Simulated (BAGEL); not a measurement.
# A workflow on GeHF3 (SMILES [F][GeH]([F])[F])

We compute a single-point energy (HF/def2-SV(P)), then the energy (NEVPT2(2,2)/def2-SV(P)), then the energy (CASPT2(2,2)/def2-SV(P)) of GeHF3. 

The results are computed with BAGEL 1.2.2.

2 further runs of the same task are left out: 2 set aside as unsound or not needed.

### Step 1. Starting point

GeHF3 has 5 atoms, charge 0, and is taken as a singlet. SMILES: `[F][GeH]([F])[F]`. One bond was lengthened or shortened from a relaxed shape.

Bond lengths: F1–Ge2 1.707 Å, Ge2–F3 1.963 Å, Ge2–F4 1.707 Å, Ge2–H5 1.516 Å. Angles: F1–Ge2–F3 106.4°, F1–Ge2–F4 106.4°, F3–Ge2–F4 106.4°, F1–Ge2–H5 112.4°, F3–Ge2–H5 112.4°, F4–Ge2–H5 112.4°.

### Step 2. The energy at HF/def2-SV(P) (density fitting with svp-jkfit) (run 1)

hf.json reads:

```json
{ "bagel": [

{
  "title": "molecule",
  "basis": "def2-sv_p_.json",
  "df_basis": "svp-jkfit",
  "angstrom": true,
  "geometry": [
    { "atom": "F", "xyz": [   -0.134488,   -0.962775,    1.481200 ] },
    { "atom": "Ge", "xyz": [    0.210912,   -0.237375,   -0.025100 ] },
    { "atom": "F", "xyz": [   -0.673100,    1.515700,   -0.011300 ] },
    { "atom": "F", "xyz": [   -0.592788,   -1.172675,   -1.205800 ] },
    { "atom": "H", "xyz": [    1.700512,   -0.131375,   -0.287500 ] }
  ]
},
{ "title": "hf" },
{ "title": "print", "file": "orbitals.molden", "orbitals": true }

]}
```

The basis set def2-SV(P) is read from a file made from the Basis Set Exchange's data (not shown).

On the command line:

```console
$ BAGEL_NUM_THREADS=1 BAGEL hf.json > hf.out
```

What it wrote:

```text
* using 1 threads per process

  ===============================================================
  ===============================================================

  *** Geometry ***

  { "atom" : "F", "xyz" : [     -0.254145,     -1.819381,      2.799062 ] },
  { "atom" : "Ge", "xyz" : [      0.398566,     -0.448574,     -0.047432 ] },
  { "atom" : "F", "xyz" : [     -1.271975,      2.864258,     -0.021354 ] },
  { "atom" : "F", "xyz" : [     -1.120207,     -2.216035,     -2.278632 ] },
  { "atom" : "H", "xyz" : [      3.213502,     -0.248263,     -0.543296 ] },

  Number of auxiliary basis functions:      515

  Since a DF basis is specified, we compute 2- and 3-index integrals:
    o Being stored without compression. Storage requirement is 0.024 GB

  Number of basis functions:       76
  Number of electrons      :       60

    * METHOD: MOLECULE                             0.20

  *** RHF ***

  === Nuclear Repulsion ===
   317.3321732770

      * DIIS with orbital gradients will be used.

  === RHF iteration (def2-sv_p_.json) ===
      0      -2373.48318044          0.02711902           0.07
      1      -2373.66616562          0.01980280           0.06
      2      -2373.83064148          0.00133059           0.06
      3      -2373.83187087          0.00061277           0.07
      4      -2373.83207864          0.00014244           0.07
      5      -2373.83210245          0.00005373           0.06
      6      -2373.83210480          0.00002642           0.06
      7      -2373.83210545          0.00000325           0.07
      8      -2373.83210546          0.00000159           0.06
      9      -2373.83210546          0.00000056           0.07
     10      -2373.83210546          0.00000016           0.06
     11      -2373.83210546          0.00000008           0.07
     12      -2373.83210546          0.00000002           0.06
     13      -2373.83210546          0.00000001           0.07
    * SCF iteration converged.

    * Permanent dipole moment:
           (   -1.303208,     0.327931,     0.196424) a.u.

    * METHOD: HF                                   1.08

    * METHOD: PRINT                                0.01

  ===============================================================
```

It took 1.5 s on 1 thread of Arm Neoverse V2, shared host; peak memory 0.15 GiB.

### Step 3. A single-point energy at NEVPT2(2,2)/def2-SV(P) (density fitting with svp-jkfit) (run 2)

input.json reads:

```json
{ "bagel" : [

{
  "title" : "molecule",
  "basis" : "def2-sv_p_.json",
  "df_basis" : "svp-jkfit",
  "angstrom" : "true",
  "geometry" : [
    { "atom" : "F", "xyz" : [   -0.134488,   -0.962775,    1.481200 ] },
    { "atom" : "Ge", "xyz" : [    0.210912,   -0.237375,   -0.025100 ] },
    { "atom" : "F", "xyz" : [   -0.673100,    1.515700,   -0.011300 ] },
    { "atom" : "F", "xyz" : [   -0.592788,   -1.172675,   -1.205800 ] },
    { "atom" : "H", "xyz" : [    1.700512,   -0.131375,   -0.287500 ] }
  ]
},
{
  "title" : "hf"
},
{
  "title" : "nevpt2",
  "nstate" : 1,
  "nact" : 2,
  "nclosed" : 29,
  "active" : [20, 31],
  "maxiter" : 200,
  "natocc" : "true",
  "ncore" : 12
},
{
  "title" : "print",
  "file" : "orbitals.molden",
  "orbitals" : "true"
}

]}
```

The basis set def2-SV(P) is read from a file made from the Basis Set Exchange's data (not shown).

On the command line:

```console
$ BAGEL_NUM_THREADS=1 BAGEL input.json > input.out
```

What it wrote:

```text
* using 1 threads per process

  ===============================================================
  ===============================================================

  *** Geometry ***

  { "atom" : "F", "xyz" : [     -0.254145,     -1.819381,      2.799062 ] },
  { "atom" : "Ge", "xyz" : [      0.398566,     -0.448574,     -0.047432 ] },
  { "atom" : "F", "xyz" : [     -1.271975,      2.864258,     -0.021354 ] },
  { "atom" : "F", "xyz" : [     -1.120207,     -2.216035,     -2.278632 ] },
  { "atom" : "H", "xyz" : [      3.213502,     -0.248263,     -0.543296 ] },

  Number of auxiliary basis functions:      515

  Since a DF basis is specified, we compute 2- and 3-index integrals:
    o Being stored without compression. Storage requirement is 0.024 GB

  Number of basis functions:       76
  Number of electrons      :       60

    * METHOD: MOLECULE                             0.20

  *** RHF ***

  === Nuclear Repulsion ===
   317.3321732770

      * DIIS with orbital gradients will be used.

  === RHF iteration (def2-sv_p_.json) ===
      0      -2373.48318044          0.02711902           0.07
      1      -2373.66616562          0.01980280           0.06
      2      -2373.83064148          0.00133059           0.06
      3      -2373.83187087          0.00061277           0.06
      4      -2373.83207864          0.00014244           0.07
      5      -2373.83210245          0.00005373           0.06
      6      -2373.83210480          0.00002642           0.06
      7      -2373.83210545          0.00000325           0.06
      8      -2373.83210546          0.00000159           0.06
      9      -2373.83210546          0.00000056           0.06
     10      -2373.83210546          0.00000016           0.07
     11      -2373.83210546          0.00000008           0.06
     12      -2373.83210546          0.00000002           0.06
     13      -2373.83210546          0.00000001           0.06
    * SCF iteration converged.

    * Permanent dipole moment:
           (   -1.303208,     0.327931,     0.196424) a.u.

    * METHOD: HF                                   1.08

    * freezing 12 orbitals
  ---------------------------
      CASSCF calculation
  ---------------------------

    ==== Active orbitals : =====
         Orbital 20
         Orbital 31
    ============================

    * nstate   :      1
    * nclosed  :     29
    * nact     :      2
    * nvirt    :     45
  === CASSCF iteration (def2-sv_p_.json) ===

    * Using the second-order algorithm

      0  0     -2373.83241273     8.07e-05      0.02

      1  0     -2373.83908628     9.38e-04      0.29

      2  0     -2373.85146947     9.02e-04      0.35

      3  0     -2373.85650104     8.59e-04      0.39

      4  0     -2373.85718986     6.79e-04      0.36

      5  0     -2373.85732536     4.20e-04      0.41

      6  0     -2373.85735902     2.30e-04      0.40

      7  0     -2373.85736801     1.21e-04      0.41

      8  0     -2373.85737043     6.30e-05      0.39

      9  0     -2373.85737107     3.26e-05      0.41

     10  0     -2373.85737124     1.69e-05      0.40

     11  0     -2373.85737129     8.72e-06      0.40

     12  0     -2373.85737130     4.50e-06      0.39

     13  0     -2373.85737130     2.33e-06      0.41

     14  0     -2373.85737131     1.20e-06      0.40

     15  0     -2373.85737131     6.20e-07      0.41

     16  0     -2373.85737131     3.20e-07      0.38

     17  0     -2373.85737131     1.65e-07      0.38

     18  0     -2373.85737131     8.55e-08      0.36

     19  0     -2373.85737131     4.41e-08      0.36

     20  0     -2373.85737131     2.28e-08      0.29

     21  0     -2373.85737131     1.18e-08      0.29

     22  0     -2373.85737131     6.06e-09      0.26

    * Second-order optimization converged. *

     guess   0:   closed 1.                   open ..

  === FCI iteration ===

      0  0     -2373.83090188     1.01e-01      0.00
      1  0     -2373.85699781     9.29e-03      0.00
      2  0 *   -2373.85737131     4.25e-16      0.00

     * ci vector, state   0, <S^2> = 0.0000
       2.     0.9914818266
       .2    -0.1302451056

  === DF-NEVPT2 calculation ===

    * 3-index integral transformation done
    * assembly done

      NEVPT2 correlation energy:   -0.7555085329      0.13

          (+0)     -0.6446789822
          (+0)'    -0.0511670378
          (+1)     -0.0173085336
          (+1)'    -0.0000000000
          (+2)     -0.0007619220
          (-1)     -0.0369736780
          (-1)'     0.0000000000
          (-2)     -0.0046183793

      NEVPT2 total energy:       -2374.6128798386

    * METHOD: NEVPT2                               8.54

    * METHOD: PRINT                                0.01

  ===============================================================
```

Wall time 10 s (1 thread of Arm Neoverse V2, shared host); peak memory 0.15 GiB.

### Step 4. The energy at CASPT2(2,2)/def2-SV(P) (density fitting with svp-jkfit) (run 3)

caspt2.json reads:

```json
{ "bagel" : [

{
  "title" : "molecule",
  "basis" : "def2-sv_p_.json",
  "df_basis" : "svp-jkfit",
  "angstrom" : true,
  "geometry" : [
    { "atom" : "F", "xyz" : [      -0.134488,      -0.962775,       1.481200 ] },
    { "atom" : "Ge", "xyz" : [       0.210912,      -0.237375,      -0.025100 ] },
    { "atom" : "F", "xyz" : [      -0.673100,       1.515700,      -0.011300 ] },
    { "atom" : "F", "xyz" : [      -0.592788,      -1.172675,      -1.205800 ] },
    { "atom" : "H", "xyz" : [       1.700512,      -0.131375,      -0.287500 ] }
  ]
},

{ "title" : "hf" },

{ "title" : "casscf", "nstate" : 1, "nact" : 2, "nclosed" : 29, "active" : [20, 31], "maxiter" : 200, "natocc" : true },

{ "title" : "print", "file" : "orbitals.molden", "orbitals" : true },

{ "title" : "smith", "method" : "caspt2", "ms" : true, "xms" : true, "sssr" : true, "shift" : 0.2, "shift_imag" : true, "ncore" : 12 }

]}
```

The basis set def2-SV(P) is read from a file made from the Basis Set Exchange's data (not shown).

On the command line:

```console
$ BAGEL_NUM_THREADS=1 BAGEL caspt2.json > caspt2.out
```

What it wrote:

```text
* using 1 threads per process

  ===============================================================
  ===============================================================

  *** Geometry ***

  { "atom" : "F", "xyz" : [     -0.254145,     -1.819381,      2.799062 ] },
  { "atom" : "Ge", "xyz" : [      0.398566,     -0.448574,     -0.047432 ] },
  { "atom" : "F", "xyz" : [     -1.271975,      2.864258,     -0.021354 ] },
  { "atom" : "F", "xyz" : [     -1.120207,     -2.216035,     -2.278632 ] },
  { "atom" : "H", "xyz" : [      3.213502,     -0.248263,     -0.543296 ] },

  Number of auxiliary basis functions:      515

  Since a DF basis is specified, we compute 2- and 3-index integrals:
    o Being stored without compression. Storage requirement is 0.024 GB

  Number of basis functions:       76
  Number of electrons      :       60

    * METHOD: MOLECULE                             0.20

  *** RHF ***

  === Nuclear Repulsion ===
   317.3321732770

      * DIIS with orbital gradients will be used.

  === RHF iteration (def2-sv_p_.json) ===
      0      -2373.48318044          0.02711902           0.07
      1      -2373.66616562          0.01980280           0.06
      2      -2373.83064148          0.00133059           0.07
      3      -2373.83187087          0.00061277           0.07
      4      -2373.83207864          0.00014244           0.06
      5      -2373.83210245          0.00005373           0.07
      6      -2373.83210480          0.00002642           0.06
      7      -2373.83210545          0.00000325           0.07
      8      -2373.83210546          0.00000159           0.07
      9      -2373.83210546          0.00000056           0.07
     10      -2373.83210546          0.00000016           0.07
     11      -2373.83210546          0.00000008           0.07
     12      -2373.83210546          0.00000002           0.07
     13      -2373.83210546          0.00000001           0.07
    * SCF iteration converged.

    * Permanent dipole moment:
           (   -1.303208,     0.327931,     0.196424) a.u.

    * METHOD: HF                                   1.09

  ---------------------------
      CASSCF calculation
  ---------------------------

    ==== Active orbitals : =====
         Orbital 20
         Orbital 31
    ============================

    * nstate   :      1
    * nclosed  :     29
    * nact     :      2
    * nvirt    :     45
  === CASSCF iteration (def2-sv_p_.json) ===

    * Using the second-order algorithm

      0  0     -2373.83241273     8.07e-05      0.02

      1  0     -2373.83908628     9.38e-04      0.30

      2  0     -2373.85146947     9.02e-04      0.35

      3  0     -2373.85650104     8.59e-04      0.40

      4  0     -2373.85718986     6.79e-04      0.37

      5  0     -2373.85732536     4.20e-04      0.42

      6  0     -2373.85735902     2.30e-04      0.41

      7  0     -2373.85736801     1.21e-04      0.43

      8  0     -2373.85737043     6.30e-05      0.41

      9  0     -2373.85737107     3.26e-05      0.42

     10  0     -2373.85737124     1.69e-05      0.42

     11  0     -2373.85737129     8.72e-06      0.42

     12  0     -2373.85737130     4.50e-06      0.42

     13  0     -2373.85737130     2.33e-06      0.43

     14  0     -2373.85737131     1.20e-06      0.43

     15  0     -2373.85737131     6.20e-07      0.52

     16  0     -2373.85737131     3.20e-07      0.41

     17  0     -2373.85737131     1.65e-07      0.40

     18  0     -2373.85737131     8.55e-08      0.41

     19  0     -2373.85737131     4.41e-08      0.42

     20  0     -2373.85737131     2.28e-08      0.34

     21  0     -2373.85737131     1.18e-08      0.32

     22  0     -2373.85737131     6.06e-09      0.27

    * Second-order optimization converged. *

     guess   0:   closed 1.                   open ..

  === FCI iteration ===

      0  0     -2373.83090188     1.01e-01      0.00
      1  0     -2373.85699781     9.29e-03      0.00
      2  0 *   -2373.85737131     4.25e-16      0.00

     * ci vector, state   0, <S^2> = 0.0000
       2.     0.9914818266
       .2    -0.1302451056

    * METHOD: CASSCF                               8.90

    * METHOD: PRINT                                0.01

  === SMITH program ===

    * freezing 12 orbitals

    * Approximate memory requirement for SMITH calulation per MPI process:
      o Storage requirement for T-amplitude, lambda, and residual is 0.02 GB
      o Storage requirement for MO integrals is 0.01 GB
    * Calculating and saving rdm4f

    * Zeroth order energy : state  0       -1.3405987825

    * CASPT2 iteration is performed using orthogonal basis

      -------------------------------------------  CASPT2 iteration  ---------------------------------------------------
       #      aibj      arbs      arbi      airj      risj      airs      arst      rist         Etot      error   time
      ------------------------------------------------------------------------------------------------------------------

       0  -0.64548  -0.00525  -0.03543  -0.01916  -0.00100  -0.04461  -0.00000  -0.00000   -0.7509351  0.0029560   0.08
       1  -0.64619  -0.00531  -0.03574  -0.01982  -0.00112  -0.04609  -0.00000  -0.00000   -0.7542648  0.0006184   0.07
       2  -0.64626  -0.00532  -0.03562  -0.01988  -0.00114  -0.04625  -0.00000  -0.00000   -0.7544760  0.0001501   0.07
       3  -0.64627  -0.00532  -0.03561  -0.01986  -0.00115  -0.04627  -0.00000  -0.00000   -0.7544847  0.0000406   0.07
       4  -0.64627  -0.00532  -0.03561  -0.01986  -0.00115  -0.04628  -0.00000  -0.00000   -0.7544855  0.0000096   0.07
       5  -0.64627  -0.00532  -0.03561  -0.01986  -0.00115  -0.04627  -0.00000   0.00000   -0.7544855  0.0000024   0.07
       6  -0.64627  -0.00532  -0.03561  -0.01986  -0.00115  -0.04627  -0.00000   0.00000   -0.7544855  0.0000007   0.08

      ------------------------------------------------------------------------------------------------------------------

    * CASPT2 energy : state  0    -2374.6136057197
        w/o shift correction      -2374.6118568391
        reference weight              0.8594663825

    * METHOD: SMITH                                0.75

  ===============================================================
```

It took 11 s on 1 thread of Arm Neoverse V2, shared host; peak memory 0.21 GiB.

### Step 5. What came out

| quantity | value |
| --- | --- |
| run 1, HF/def2-SV(P): total energy | -2373.83211 Eh |
| run 1, HF/def2-SV(P): dipole moment | 3.45 D |
| run 1, HF/def2-SV(P): HOMO energy | -15.68 eV |
| run 1, HF/def2-SV(P): LUMO energy | 2.48 eV |
| run 1, HF/def2-SV(P): HOMO–LUMO gap | 18.16 eV |
| run 2, NEVPT2(2,2)/def2-SV(P): total energy | -2374.61288 Eh |
| run 3, CASPT2(2,2)/def2-SV(P): total energy | -2374.61361 Eh |
